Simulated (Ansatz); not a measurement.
# ZnInGaO4: the cost of one run

Computed with Ansatz 0.2.0 (DFT LDA, scalar-relativistic, plane waves, PAW, unless a step's input says otherwise).

1 further run of the same task is left out (set aside as unsound or not needed).

### Step 1. The system as given

The structure is trigonal, space group R3m (No. 160). Conventional cell: a = 3.278 Å, b = 3.278 Å, c = 25.483 Å, α = 90.00°, β = 90.00°, γ = 120.00°. Zn (site symmetry 3m) has 4 O at 1.94 to 1.97 Å as nearest neighbours. Around In (site symmetry 3m) lie 6 O at 2.16 to 2.17 Å. Ga (site symmetry 3m) has 5 O at 1.89 to 1.95 Å as nearest neighbours. Around O (site symmetry 3m) lie 1 Zn at 1.94 Å and 3 In at 2.16 Å. O (site symmetry 3m) has 1 Ga at 1.93 Å and 3 In at 2.17 Å as nearest neighbours. O (site symmetry 3m) is surrounded by 3 Ga at 1.89 Å. O (site symmetry 3m) is surrounded by 1 Ga at 1.95 Å and 3 Zn at 1.97 Å.

Structure file:

```cif
data_structure
_symmetry_space_group_name_H-M 'P 1'
_symmetry_Int_Tables_number 1
_cell_length_a 8.7027
_cell_length_b 8.7027
_cell_length_c 8.7027
_cell_angle_alpha 21.711
_cell_angle_beta 21.711
_cell_angle_gamma 21.711
_cell_volume 79.05
loop_
_atom_site_label
_atom_site_type_symbol
_atom_site_fract_x
_atom_site_fract_y
_atom_site_fract_z
_atom_site_occupancy
Zn1 Zn 0.21870 0.21870 0.21870 1
In1 In 0.00281 0.00281 0.00281 1
Ga1 Ga 0.78717 0.78717 0.78717 1
O1 O 0.29491 0.29491 0.29491 1
O2 O 0.71127 0.71127 0.71127 1
O3 O 0.12126 0.12126 0.12126 1
O4 O 0.86388 0.86388 0.86388 1
```

It goes back to an entry of the Materials Project, which need not be the stable form.

This cell was relaxed beforehand with the same method: volume 11.29 Å³/atom, gap on the mesh 1.32 eV.

### Step 2. Plan of the line

Atoms count from 1 in the order of the input.

One atom moved over a plane, all else fixed.

The axes are (1) shift of Zn1 along x: 5 values from −0.62 Å; (2) shift of Zn1 along [0 0 1]: 5 values from −0.62 Å.

Nothing else is relaxed (all other atoms fixed). Energies count from the relaxed crystal. Points are written as (first, second).

### Step 3. Grid point (−0.62 Å, −0.31 Å)

input.yaml

```yaml
crystal:
  lattice:
    - [1.6390426701, 0.9463017268, 8.4944306291]
    - [-1.6390426701, 0.9463017268, 8.4944306291]
    - [0.0, -1.8926034536, 8.4944306291]
  atoms:
    - { symbol: Zn, position: [0.0764364475, 0.1743398218, 0.4418168145] }
    - { symbol: In, position: [0.002808351, 0.002808351, 0.002808351] }
    - { symbol: Ga, position: [0.7871748598, 0.7871748598, 0.7871748598] }
    - { symbol: O, position: [0.2949080347, 0.2949080347, 0.2949080347] }
    - { symbol: O, position: [0.7112743096, 0.7112743096, 0.7112743096] }
    - { symbol: O, position: [0.1212609089, 0.1212609089, 0.1212609089] }
    - { symbol: O, position: [0.8638750082, 0.8638750082, 0.8638750082] }
basis:
  ecutwfc: 420
kpoints:
  mp_grid: { grid: [9, 9, 9] }
hamiltonian:
  xc: lda
  pseudopotentials: { kind: paw, azcp: { folder: soft_1 } }
scf:
  occupations: { method: gaussian, width: 0.05 }
output:
  forces: true
  stress: true
  eigenvalues: true
```

On the command line:

```console
ansatz run input.yaml --threads 2 --pin off --max-ram 4096MiB --backend cpu --events-out ev --progress --plain --runs-dir out
```

What time and memory should one allow on 2 threads of Arm Neoverse N1, shared host?

About 2 min, with a peak of 0.96 GiB.
